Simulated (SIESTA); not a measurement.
## Nb in SIESTA: the effect of basis

Slab: Nb, a slab with vacuum.

```
CELL_PARAMETERS angstrom
3.32790 0.00000 0.00000
0.00000 3.32790 0.00000
0.00000 0.00000 24.98370
ATOMIC_POSITIONS crystal
Nb 0.50000 0.50000 0.30020
Nb 0.00000 0.00000 0.36680
Nb 0.50000 0.50000 0.43340
Nb 0.00000 0.00000 0.50000
Nb 0.50000 0.50000 0.56660
Nb 0.00000 0.00000 0.63320
Nb 0.50000 0.50000 0.69980
```

The slab is cut from a database's or a generator's crystal, which needn't be the stable form of the element.

Alike in all runs:

| Property | Result |
| --- | --- |
| Program | SIESTA 5.4.2 |
| Task | band structure |
| Functional | PBE |
| Potentials or basis | PseudoDojo 0.4 standard (PBE files) |
| Grid cutoff | 800 Ry |
| Energy shift | 0.003 Ry |
| k mesh | 6 × 6 × 1 |
| Occupations | fermi-dirac, width 0.05 eV |
| Spin | no spin polarisation |

| basis | largest force (eV/Å) |
| --- | --- |
| SZ | 1.51 |
| SZP | 1.12 |
| DZ | 1.25 |
| DZP | ? |
| TZP | 1.25 |

Task: What does the run with basis DZP give?

Result: Largest force 1.17 eV/Å.

Caveats: the basis has no polarisation orbitals (some runs).
